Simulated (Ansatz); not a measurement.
# C2H4NSi: the cost of one run

Method: UKS r2SCAN/def2-SVP, in Ansatz 0.2.0.

## (1) The structure to begin with

Bond lengths: C1–Si2 1.789 Å, Si2–C3 1.847 Å, C3–N4 1.240 Å, C1–H5 1.099 Å, C1–H6 1.157 Å, C1–H7 1.088 Å, Si2–H8 1.445 Å. Angles: C1–Si2–C3 111.7°, C1–Si2–H8 111.8°, C3–Si2–H8 111.9°, Si2–C1–H5 115.6°, Si2–C1–H6 112.3°, Si2–C1–H7 114.3°, H5–C1–H6 103.6°, H5–C1–H7 105.3°, H6–C1–H7 104.6°, Si2–C3–N4 175.2°.

Coordinates:

```xyz
8

C    -0.6214    0.8675   -0.3286
Si    0.0600   -0.2988    0.8447
C     1.5108   -1.2026    0.1460
N     2.5457   -1.7463   -0.2689
H     0.0771    1.6313   -0.6979
H    -1.4900    1.4862    0.1208
H    -1.0431    0.4093   -1.2211
H    -0.9469   -1.2036    1.3491
```

## (2) Relaxing end A

input.yaml

```yaml
crystal:
  periodic: [false, false, false]
  atoms:
    - { symbol: C, position_ang: [-0.6214, 0.8675, -0.3286] }
    - { symbol: Si, position_ang: [0.06, -0.2988, 0.8447] }
    - { symbol: C, position_ang: [1.5108, -1.2026, 0.146] }
    - { symbol: "N", position_ang: [2.5457, -1.7463, -0.2689] }
    - { symbol: H, position_ang: [0.0771, 1.6313, -0.6979] }
    - { symbol: H, position_ang: [-1.49, 1.4862, 0.1208] }
    - { symbol: H, position_ang: [-1.0431, 0.4093, -1.2211] }
    - { symbol: H, position_ang: [-0.9469, -1.2036, 1.3491] }
magnetization:
  spin_polarized: true
  initial_magnetization: 1
basis:
  gaussian: { orbitals: def2-SVP }
hamiltonian:
  xc: r2scan
relax:
  f_tol: 0.02
  max_steps: 50
```

Started as:

```bash
> ansatz run input.yaml --threads 2 --pin off --max-ram 3072MiB --backend cpu --events-out ev --progress --plain --runs-dir out
```

**Question.** How long does this run take on 2 threads of Arm Neoverse V2, shared host, and how much memory does it need?

About 22 s, with a peak of 0.21 GiB.
